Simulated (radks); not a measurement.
# Exchange and kinetic functionals tested on atomic densities: P⁴⁺, K, In³⁺, Cu, Te⁴²⁺, He

Aim: take each self-consistent density and evaluate many functionals on it, against the exact exchange and kinetic energies of the same orbitals. Every spin shell is full or empty, so the densities are truly spherical.

Method: non-relativistic Kohn-Sham, exchange-only B88, spin-polarised, spherical densities, point nucleus; open shells are filled with parallel spins first. Code: radks (a radial shooting solver on a logarithmic mesh, Libxc functionals) version 1.

## Step 1: What is computed

* species: P⁴⁺ ([Ne] 3s1), K ([Ar] 4s1), In³⁺ ([Kr] 4d10), Cu ([Ar] 3d10 4s1), Te⁴²⁺ ([Ne]), He ([He])

## Step 2: P⁴⁺, [Ne] 3s1

The run's settings:

```text
Z 15
configuration [Ne] 3s1
relativity non-relativistic
functional b88,
spin polarised
nucleus point
```

Started as:

```console
> python run_ks.py task.json out
```

The same process makes all the runs of this session.

## Step 3: K, [Ar] 4s1

The run's settings:

```text
Z 19
configuration [Ar] 4s1
relativity non-relativistic
functional b88,
spin polarised
nucleus point
```

## Step 4: In³⁺, [Kr] 4d10

The run's settings:

```text
Z 49
configuration [Kr] 4d10
relativity non-relativistic
functional b88,
spin polarised
nucleus point
```

## Step 5: Cu, [Ar] 3d10 4s1

The run's settings:

```text
Z 29
configuration [Ar] 3d10 4s1
relativity non-relativistic
functional b88,
spin polarised
nucleus point
```

## Step 6: Te⁴²⁺, [Ne]

The run's settings:

```text
Z 52
configuration [Ne]
relativity non-relativistic
functional b88,
spin polarised
nucleus point
```

## Step 7: He, [He]

The run's settings:

```text
Z 2
configuration [He]
relativity non-relativistic
functional b88,
spin polarised
nucleus point
```

What does the calculation give? Wanted: for each run, error in magnitude; P⁴⁺; K; In³⁺; Cu; Te⁴²⁺; He.

The runs gave:

```tsv
error in magnitude (%)	P⁴⁺	K	In³⁺	Cu	Te⁴²⁺	He
exchange, LDA	-8.37	-7.49	-4.94	-5.61	-8.13	-13.60
exchange, B88	-0.02	-0.01	-0.01	+0.57	-0.38	+0.38
exchange, PBEsol	-3.66	-3.32	-2.31	-2.25	-3.79	-5.29
exchange, revPBE	-0.12	-0.17	-0.31	+0.30	-0.55	+0.74
exchange, PW91	-0.19	-0.10	-0.04	+0.52	-0.62	-0.43
exchange, SOGGA	-3.71	-3.35	-2.33	-2.27	-3.86	-5.50
exchange, TPSS	+0.24	+0.17	-0.30	+0.48	-0.19	+0.70
exchange, r2SCAN	+0.04	+0.01	-0.11	+0.35	-0.05	+0.72
exchange, TASK	-2.77	-2.98	-2.23	-2.39	-2.11	+0.72
kinetic, Thomas-Fermi	-7.41	-6.99	-5.32	-6.46	-6.01	-11.44
kinetic, TF + vW	+55.47	+50.50	+36.53	+43.47	+49.77	+88.56
kinetic, TF + vW/5	+5.17	+4.51	+3.05	+3.52	+5.15	+8.56
kinetic, LC94	+0.23	+0.12	+0.07	-0.15	+0.83	-0.63
kinetic, APBEK	+0.36	+0.24	+0.13	-0.06	+0.89	-0.69
kinetic, revAPBEK	+0.74	+0.56	+0.31	+0.19	+1.20	+0.20
kinetic, Perdew 92	-0.41	-0.59	-0.66	-0.90	+0.20	-0.31
kinetic, Pearson	-1.61	-1.41	-0.92	-1.35	-0.73	-5.09
kinetic, DePristo-Kress	+0.17	+0.05	-0.09	-0.23	+0.86	-0.61
```

What this shows: Negative means that the magnitude is too small. For exchange the mean absolute error is least for r2SCAN (0.21 %) and largest for LDA (8.02 %). Among the orbital-free kinetic functionals DePristo-Kress (0.33 %) does best and TF + vW (54.05 %) worst. The functionals are evaluated on one density each, not self-consistently.
